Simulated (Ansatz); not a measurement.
# InO, space group P-6m2: a check of PAW against all-electron LAPW

Computed with Ansatz 0.2.0 through its Python package.

Notebook, run cell by cell (the value of a cell's last expression is shown):

```python
import ansatz as az
import numpy as np
```

```python
def count_gap(report):
    # lowest empty less highest filled band, counting bands; zero where they overlap
    return max(report.get("gap_by_band_count_ev") or 0.0, 0.0)
```

```python
crystal = (
    az.Lattice.from_parameters(3.453614, 3.453614, 15.8771, alpha=90.0, beta=90.0, gamma=120.0)
    .atom("In", [2 / 3, 1 / 3, 0.590021])
    .atom("In", [2 / 3, 1 / 3, 0.409979])
    .atom("O", [0.0, 0.0, 0.639867])
    .atom("O", [0.0, 0.0, 0.360133])
)
```

```python
crystal.resolved().tree()["lattice"]
```

    ((3.453614, 0.0, 0.0), (-1.7268069999999993, 2.9909174588655905, 0.0),
     (9.721919847371221e-16, 1.6838859122759215e-15, 15.8771))

```python
base = (
    crystal.calculation()
    .functional("pbe")
    .kpoints(6, 6, 1)
    .occupations(az.OccupationsMethod.METHFESSEL_PAXTON, width=0.01)
    .stress()
    .forces()
    .band_table()
)
variants = {
    "PAW": base.pseudopotentials("paw"),
    "LAPW": base.pseudopotentials("all_electron", lapw=True),
}
# totals differ by the cores that each treatment holds, so compare what does not depend on them
rows = []
for label, variant in variants.items():
    rep = variant.run(threads=1, pin="off").report
    levels = np.array(rep["eigenvalues_ev"][0]) - rep["fermi_energy_ev"]
    print(label, "levels at the first k-point near E_F:", np.round(levels[np.abs(levels) < 5], 3))
    rows.append((label, rep["n_electrons"], np.trace(rep["stress_gpa"]) / 3, float(np.abs(rep["forces_ev_ang"]).max()), count_gap(rep)))
print("     treatment  electrons in bands           P GPa  max force component eV/A  gap by band count eV")
for row in rows:
    print(f"{str(row[0]):>14s}  {row[1]:18.1f}  {row[2]:14.3f}  {row[3]:24.4f}  {row[4]:20.3f}")
```

    DeckWarning: basis.ecutwfc = 420 eV, auto-derived from the records' recommended cutoffs: set by In (normal level)
    PAW levels at the first k-point near E_F: [-3.063 -1.896 -1.896 -1.864 -1.864 -0.914  0.186  3.09 ]
    LAPW levels at the first k-point near E_F: [-3.066 -1.898 -1.898 -1.867 -1.867 -0.915  0.187  3.089]
         treatment  electrons in bands           P GPa  max force component eV/A  gap by band count eV
               PAW                38.0          -0.171                    0.0460                 0.371
              LAPW                78.0          -0.157                    0.0418                 0.373

PAW gives -0.171 GPa and LAPW -0.157 GPa, 0.014 GPa apart. They took 3.0 and 76.4 s of processor time.

Reading the output:
- Semilocal gaps usually lie well under measured ones.
- The cell holds layers, chains or clusters in vacuum, no bulk phase; its stress is averaged over the vacuum too and scales with the cell's height.
- The computed bands are complete only to about 6.0 eV above the Fermi level.
- In a crystal with a gap the Fermi level's place inside it depends on smearing and mesh.
- This cell is a computed structure, which may not be the phase found in nature.
- Levels are Kohn-Sham eigenvalues on this mesh, without spin-orbit coupling.
- Warnings are shown shortened and without file and line.
- Pressure is positive in compression; the treatments may keep other shells as core, so totals and counts of electrons can differ.
- Hardware and time: 80 s on 1 thread of Arm Neoverse V1, with other jobs on the host, peak memory 0.7 GiB.
